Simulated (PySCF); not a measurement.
**[BiH3]2+: other functionals and bases at one geometry**

One table from this session's results is given with a row withheld; the runs are named, their logs left out.

Method: several levels, as the steps say, no spin–orbit coupling; program: PySCF 2.14.0.

2 further runs of the same task are left out: 2 for a known fault of the program.

## Starting geometry

4 atoms, charge 2, spin multiplicity 1.

Bond lengths: Bi1–H2 1.776 Å, Bi1–H3 1.776 Å, Bi1–H4 1.776 Å. Angles: H2–Bi1–H3 120.0°, H2–Bi1–H4 120.0°, H3–Bi1–H4 120.0°.

Geometry (Å):

```
atom    x (Å)    y (Å)   z (Å)
 Bi1   0.0000   0.0000  0.0000
  H2   1.7756   0.0000  0.0000
  H3  -0.8878   1.5377  0.0000
  H4  -0.8878  -1.5377  0.0000
```

Formal oxidation states: Bi +5. An earlier session relaxed this geometry at r2SCAN, Bi def2-SVP with ECP60, H def2-SVP (singlet, point group D3h).

At r2SCAN on the finer grid: E = -215.566276 Eh, HOMO -23.00 eV, LUMO -18.17 eV, Mulliken charge on Bi1 +1.23 e, largest force component 0.001 eV/Å. 

Levels to run: PBE; PBE0; HF; BLYP; r2SCAN, TZVP; r2SCAN, x2c-SVP. Hardware: 2 threads of Arm Neoverse V1, shared host.

The first run:

Contents of run.py (the lines that set the calculation):

```python
mol = gto.M(atom='''
Bi     0.00000     0.00000     0.00000
H      1.77561     0.00000     0.00000
H     -0.88780     1.53773     0.00000
H     -0.88781    -1.53772     0.00000''',
    basis={'Bi': 'def2-SVP', 'H': 'def2-SVP'},
    ecp={'Bi': 'def2-SVP'},
    charge=2, spin=0)
mf = dft.RKS(mol, xc='PBE')
mf.grids.atom_grid = (75, 302)
mf = mf.density_fit()  # fitting sets: Bi def2-universal-JKFIT, H def2-universal-JKFIT
mf.conv_tol = 1e-08; mf.max_cycle = 55
mf.kernel(dm0)  # dm0: the density of the relaxed state
```

Command:

```sh
OMP_NUM_THREADS=2 python run.py
```

Among the steps run: PBE; PBE0; HF; BLYP; r2SCAN, TZVP; r2SCAN, x2c-SVP.

One table of the session follows, with a row left open; its other results are not shown here.

```
                level  HOMO (eV)  gap (eV)  charge on Bi1 (e)  largest force component (eV/Å)
r2SCAN (relaxed here)     -23.00      4.83               1.23                            0.00
                  PBE     -22.72      4.23               1.21                            0.26
                 PBE0          ?         ?                  ?                               ?
                   HF     -26.52     12.59               1.21                            0.52
                 BLYP     -22.61      4.10               1.25                            0.38
         r2SCAN, TZVP     -23.00      4.82               1.14                            0.07
      r2SCAN, x2c-SVP     -23.03      4.80               1.20                            0.09
```

**Question.** Estimate the row for PBE0.

As computed: HOMO (eV): -23.86; gap (eV): 6.38; charge on Bi1 (e): 1.19; largest force component (eV/Å): 0.06. In the column «HOMO (eV)» it lies between HF (-26.52) and r2SCAN, x2c-SVP (-23.03).

In one basis the HOMO–LUMO gap runs from 4.10 eV (BLYP) to 12.59 eV (HF). The largest leftover force, 0.52 eV/Å with HF, stands at a geometry relaxed at another level. Total energies of different levels can't be compared.
